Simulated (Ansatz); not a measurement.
# Ge2F (doublet): from Hartree-Fock to the top rungs, cc-pVDZ

The task here is to estimate one member of a computed series from the others.

The runs use Ansatz 0.2.0, Gaussian basis; cc-pVDZ, core rule «outside noble gas», up to 29 orbitals frozen.

To be run: UHF; CCSD(T) on ROHF; CCSD(T) on UHF; BCCD(T) on ROHF; CISD; CCSDT(Q) on ROHF; CCSDT(Q) on UHF; CASSCF and MRCISD+Q, 13 electrons in 11 orbitals; CASSCF and NEVPT2, 13 electrons in 11 orbitals.

24 further runs of the same task are left out: 2 for a known fault of the program, 11 that didn't finish, 11 set aside as unsound or not needed.

### What is computed

The geometry is a PBE0/def2-TZVP stationary point (not a proven minimum). No spin-orbit coupling is included. The filled d shell of Ge may be among the frozen orbitals whatever the setting's name suggests; the logs give the count.

3 atoms, charge 0, spin multiplicity 2.

Atoms are counted from 1 here; the program's logs count them from 0.

Bond lengths: F1–Ge2 2.007 Å, F1–Ge3 2.007 Å, Ge2–Ge3 2.411 Å. Angles: Ge2–F1–Ge3 73.8°, F1–Ge2–Ge3 53.1°, F1–Ge3–Ge2 53.1°.

Coordinates:

```xyz
3
charge 0, multiplicity 2
F     0.00000   -1.41904    0.00000
Ge    0.00000    0.18557    1.20550
Ge    0.00000    0.18557   -1.20550
```

Set-up of the first run:

The input, in.yaml:

```yaml
crystal:
  periodic: [false, false, false]
  atoms:
    - {symbol: F, position_ang: [0.000000, -1.419044, 0.000000]}
    - {symbol: Ge, position_ang: [0.000000, 0.185570, 1.205501]}
    - {symbol: Ge, position_ang: [0.000000, 0.185570, -1.205501]}
basis:
  gaussian: {orbitals: cc-pVDZ}
magnetization: {spin_polarized: true, initial_magnetization: 1}
hamiltonian: {xc: hf}
output: {orbitals: {seedname: orbitals}}
```

Launch:

```
> ansatz run in.yaml --threads 1 --pin off --events-out ev --progress --plain --max-ram 2393MiB
```

Among the steps run: UHF; CCSD(T) on ROHF; CCSD(T) on UHF; BCCD(T) on ROHF; CISD; CCSDT(Q) on ROHF; CCSDT(Q) on UHF; CASSCF and MRCISD+Q, 13 electrons in 11 orbitals; CASSCF and NEVPT2, 13 electrons in 11 orbitals.

One table of the session follows, with a row left open; its other results are not shown here.

| method | from UCCSDT(Q) (meV) |
| --- | --- |
| ROHF | +9980.3 |
| UHF | +9923.9 |
| RMP2 | +1085.0 |
| UMP2 | +1092.4 |
| RCCSD | +393.8 |
| UCCSD | +390.7 |
| RCCSD(T) | ? |
| UCCSD(T) | +74.1 |
| BCCD(T) | +68.1 |
| RCCSDT | +33.8 |
| UCCSDT | +32.5 |
| RCCSDT(Q) | +8.6 |
| UCCSDT(Q) | 0 |
| CASSCF valence | +7267.3 |
| NEVPT2 valence | +1326.3 |
| MRCISD valence | +729.5 |
| MRCISD+Q valence | +151.6 |

Estimate the missing values for RCCSD(T).

**Answer.** from UCCSDT(Q) (meV): +74.8. In the column «from UCCSDT(Q) (meV)» it lies between UCCSD(T) (+74.1) and MRCISD+Q valence (+151.6).

Among the levels timed on like hardware and quicker than the yardstick, those that no quicker one beats, quickest first: BCCD(T) (34 s, +68.1 meV); RCCSDT(Q) (2.1 min, +8.6 meV).

Not comparable, so not listed: CISD (they don't share determinant, frozen orbitals or solution with the rows shown, or repeat one).

To keep in mind: Of the multireference levels listed MRCISD+Q valence comes nearest in total energy (+151.6 meV), which doesn't show that its space is the better one. Restricted and unrestricted rows rest on different reference determinants; where their highest levels disagree by more than a few hundredths of an eV, they describe different states and don't form one ladder.
